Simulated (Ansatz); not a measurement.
**Pt (hcp type): a single-point run**

The task is a single-point run on Pt (hcp type). The structure is shown as the input types it.

Program: Ansatz 0.2.0. Level of theory: DFT, LDA, PAW with Ansatz's default frozen-core files, scalar-relativistic. These are calculated values, not measurements.

### 1 Starting point

The structure is hexagonal, space group P6_3/mmc (No. 194). Conventional cell: a = 2.573 Å, b = 2.573 Å, c = 4.353 Å, α = 90.00°, β = 90.00°, γ = 120.00°. Pt (site symmetry -6m2) has 12 Pt at 2.57 to 2.64 Å in its first shell of neighbours.

As a file:

```
Pt
1.0
     2.57347    0.00000    0.00000
    -1.28673    2.22869    0.00000
     0.00000    0.00000    4.35264
Pt
2
Direct
  0.33333 0.66667 0.25000
  0.66667 0.33333 0.75000
```

### 2 Input and run

File input.yaml:

```yaml
crystal:
  lattice:
    - [2.5734668649, 0.0, 0.0]
    - [-1.2867334325, 2.2286876808, 0.0]
    - [0.0, 0.0, 4.3526363915]
  atoms:
    - { symbol: Pt, position: [0.3333333333, 0.6666666667, 0.25] }
    - { symbol: Pt, position: [0.6666666667, 0.3333333333, 0.75] }
kpoints:
  mp_grid: { grid: [16, 16, 9] }
scf:
  occupations: { method: fermi_dirac, width: 0.08 }
  max_iter: 100
hamiltonian:
  xc: lda
  pseudopotentials: { kind: paw }
output:
  forces: true
  stress: true
  eigenvalues: true
  populations: true
magnetization:
  spin_polarized: true
  initial_magnetization: 15
```

Run with:

```
$ ansatz run input.yaml --threads 1 --pin off --max-ram 2048MiB --backend cpu --events-out ev --progress --plain --runs-dir out
```

**Question.** How will this run end, and is anything wrong with its input?

This run ends as converged, with warnings (given moment on shells, seeded moment not kept). It gives a pressure of 83 GPa, which is large; a structure far from rest gives such values too, whatever the setting.

In the input, magnetization.spin_polarized is true; magnetization.initial_magnetization is 15. A typed moment is only a start; here the run ends at the energy of the run without it (within 1 meV an atom), so the result stands.

No remedy is needed.
